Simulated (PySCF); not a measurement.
# WO2Br2: forces at shaken geometries

Aim: move all atoms of relaxed WO2Br2 at random and read energies and forces. The species was built from a template and needn't be a known compound.

Computed with PySCF 2.14.0. Level: B3LYP, W def2-SVP with ECP60, O def2-SVP, Br def2-SVP; scalar-relativistic core potentials, no spin–orbit coupling.

3 further runs of the same task are left out: 2 for a known fault of the program, 1 that didn't finish.

### 1 The system as given

5 atoms, charge 0, spin multiplicity 1.

Bond lengths: W1–O2 1.704 Å, W1–O3 1.704 Å, W1–Br4 2.432 Å, W1–Br5 2.432 Å. Angles: O2–W1–O3 106.6°, O2–W1–Br4 108.9°, O2–W1–Br5 109.0°, O3–W1–Br4 109.0°, O3–W1–Br5 108.9°, Br4–W1–Br5 114.4°.

Geometry (Å):

| atom | x (Å) | y (Å) | z (Å) |
| --- | --- | --- | --- |
| W1 | 0.35937 | 0.35937 | 0.00000 |
| O2 | 1.54708 | 0.61307 | -1.19592 |
| O3 | 0.61307 | 1.54708 | 1.19592 |
| Br4 | -1.83696 | 0.69198 | -0.99011 |
| Br5 | 0.69198 | -1.83696 | 0.99011 |

Formal oxidation states: W +6. An earlier session relaxed this geometry at B3LYP, W def2-SVP with ECP60, O def2-SVP, Br def2-SVP (singlet, point group C2v).

Its energy there is -5365.395788 Eh.

### 2 Atoms moved at random, σ = 0.15 Å

File run.py (the lines that set the calculation):

```python
mol = gto.M(atom='''
W      0.51412     0.36309     0.14675
O      1.41686     0.77749    -1.29387
O      0.40077     1.47362     1.20559
Br    -1.84821     0.47486    -0.98280
Br     0.89099    -1.71452     0.92432''',
    basis={'W': 'def2-SVP', 'O': 'def2-SVP', 'Br': 'def2-SVP'},
    ecp={'W': 'def2-SVP'},
    charge=0, spin=0)
mf = dft.RKS(mol, xc='B3LYP')
mf.grids.atom_grid = (50, 194)
mf = mf.density_fit()  # fitting sets: W def2-universal-JKFIT, O def2-universal-JKFIT, Br def2-universal-JKFIT
mf.conv_tol = 1e-08; mf.max_cycle = 55
mf.kernel(dm0)  # dm0: the density of the relaxed state
```

Launch:

```sh
$ OMP_NUM_THREADS=2 python run.py
```

### 3 Atoms moved at random, σ = 0.1 Å

File run.py (the lines that set the calculation):

```python
mol = gto.M(atom='''
W      0.40138     0.43563    -0.07398
O      1.52460     0.59159    -1.20463
O      0.58859     1.61970     1.35075
Br    -1.82521     0.46167    -0.99052
Br     0.68517    -1.73406     0.91839''',
    basis={'W': 'def2-SVP', 'O': 'def2-SVP', 'Br': 'def2-SVP'},
    ecp={'W': 'def2-SVP'},
    charge=0, spin=0)
mf = dft.RKS(mol, xc='B3LYP')
mf.grids.atom_grid = (50, 194)
mf = mf.density_fit()  # fitting sets: W def2-universal-JKFIT, O def2-universal-JKFIT, Br def2-universal-JKFIT
mf.conv_tol = 1e-08; mf.max_cycle = 55
mf.kernel(dm0)  # dm0: the density of the relaxed state
```

### 4 Atoms moved at random, σ = 0.03 Å

File run.py (the lines that set the calculation):

```python
mol = gto.M(atom='''
W      0.34621     0.33819     0.01952
O      1.51794     0.64510    -1.19497
O      0.61001     1.52211     1.16545
Br    -1.80909     0.70723    -1.02935
Br     0.70946    -1.83809     1.03935''',
    basis={'W': 'def2-SVP', 'O': 'def2-SVP', 'Br': 'def2-SVP'},
    ecp={'W': 'def2-SVP'},
    charge=0, spin=0)
mf = dft.RKS(mol, xc='B3LYP')
mf.grids.atom_grid = (50, 194)
mf = mf.density_fit()  # fitting sets: W def2-universal-JKFIT, O def2-universal-JKFIT, Br def2-universal-JKFIT
mf.conv_tol = 1e-08; mf.max_cycle = 55
mf.kernel(dm0)  # dm0: the density of the relaxed state
```

Before running it: what results should come out? Wanted: for each run, σ; energy rise; harmonic estimate −½ F·u; largest force component.

**Answer**, as computed:

| σ (Å) | energy rise (eV) | harmonic estimate −½ F·u (eV) | largest force component (eV/Å) |
| --- | --- | --- | --- |
| 0.15 | 2.040 | 1.883 | 14.54 |
| 0.1 | 0.981 | 0.953 | 9.88 |
| 0.03 | 0.055 | 0.057 | 2.01 |

Every displacement raises the energy. For a harmonic well the rise equals −½ F·u; the two differ by at most 8 % here (a move with σ = 0.15 Å), from anharmonicity, the grid and the small forces left at the relaxed point. These are double-zeta-type bases without diffuse functions. Spin–orbit coupling is left out.
